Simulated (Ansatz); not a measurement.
# ZnBH2Cl: an energy map over bond length B1–Zn2 and bond length B1–H5

Program: Ansatz 0.2.0. Level of theory: RHF/def2-TZVP. These are calculated values, not measurements.

## (1) Where the work starts

SMILES `[BH2][Zn][Cl]`, 5 atoms, charge 0, spin multiplicity 1.

Atoms are counted from 1 here; the program's logs count them from 0.

Bond lengths: B1–Zn2 2.037 Å, B1–H4 1.218 Å, B1–H5 1.218 Å, Zn2–Cl3 2.131 Å. Angles: Zn2–B1–H4 121.4°, Zn2–B1–H5 121.5°, H4–B1–H5 117.1°, B1–Zn2–Cl3 179.9°.

As a file:

```xyz
5
BClH2Zn
B    -0.6575    0.5706   -0.4643
Zn    0.6984   -0.6061    0.4976
Cl    2.1150   -1.8391    1.5039
H    -1.5845    0.0895   -1.0903
H    -0.5714    1.7851   -0.4469
```

This geometry comes from a loose relaxation at PBE in a small basis, which is not shown.

## (3) The grid

First coordinate, bond length B1–Zn2: 15 values from 1.830 to 2.979 Å. Second coordinate, bond length B1–H5: 15 values from 1.000 to 1.547 Å.

Nothing else is relaxed (all other coordinates rigid). Energies count from the relaxed molecule at the same level.

(The set-up runs are not shown.)

## (4) Point bond length B1–Zn2 = 2.404 Å, bond length B1–H5 = 1.352 Å

Input file input.yaml:

```yaml
crystal:
  periodic: [false, false, false]
  atoms:
    - { symbol: B, position_ang: [-0.686562, 0.596739, -0.488481] }
    - { symbol: Zn, position_ang: [0.911994, -0.79257, 0.648909] }
    - { symbol: Cl, position_ang: [2.348125, -2.040893, 1.670674] }
    - { symbol: H, position_ang: [-1.597217, 0.133145, -1.098697] }
    - { symbol: H, position_ang: [-0.598394, 1.945715, -0.468623] }
basis:
  gaussian: { orbitals: def2-TZVP }
hamiltonian:
  xc: hf
output:
  forces: true
```

On the command line:

```
$ ansatz run input.yaml --threads 1 --pin off --max-ram 2560MiB --backend cpu --events-out ev --progress --plain --runs-dir out
```

**Question.** How long does this run take on 1 thread of Intel Xeon 6975P-C (Granite Rapids), shared host, and how much memory does it need?

About 1.6 s, with a peak of 0.22 GiB.
